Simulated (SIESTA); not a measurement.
The system is HfIn4SiO6.

```
Hf In Si O
1.0
     5.69867    0.00381    0.01559
    -0.70506    6.10815   -0.00575
    -2.73718   -1.39557    6.63076
Hf In Si O
1 4 1 6
Cartesian
  0.2972 -0.0900 0.8831
  -0.4860 5.0863 4.8335
  2.9601 -0.6377 3.2997
  -0.4663 2.2403 3.5350
  2.4974 2.6606 1.3677
  2.2933 1.4988 5.6832
  0.7088 1.2617 5.2639
  3.2588 1.4387 4.3619
  5.4139 1.6003 0.0368
  2.4594 2.8937 6.5395
  -0.6297 -0.1526 2.6118
  2.1007 0.3624 1.4524
```

The cell was built by a generator and needn't be a form met in nature.

Base run:

- Program: SIESTA 5.4.2
- Functional: PBE
- Potentials or basis: PseudoDojo 0.4 standard (PBE files)
- Basis: SZP (energy shift 0.003 Ry; radii capped at 9.5 bohr)
- Grid cutoff: 800 Ry
- Energy shift: 0.003 Ry
- k mesh: 5 × 5 × 4
- Occupations: fermi-dirac, width 0.05 eV
- Spin: no spin polarisation

Its results: band gap on the k mesh 0.89 eV, indirect (least direct gap 1.14 eV); pressure 2.9 GPa; largest force 0.742 eV/Å.

Question: The run is repeated on the same cell with these changes: basis from SZP (energy shift 0.003 Ry; radii capped at 9.5 bohr) to DZP (energy shift 0.003 Ry; two zetas on semicore shells). What comes out?

Answer: Band gap on the k mesh 0.86 eV, indirect (least direct gap 1.12 eV); pressure 1.5 GPa; largest force 0.398 eV/Å.

Caveats: short orbitals over semicore shells can move pressures by several GPa; spin-orbit coupling is left out, which moves the levels of the heavy elements; the basis of atomic orbitals isn't converged, which shifts pressures, moduli and gaps.

A k mesh can miss the band edges.
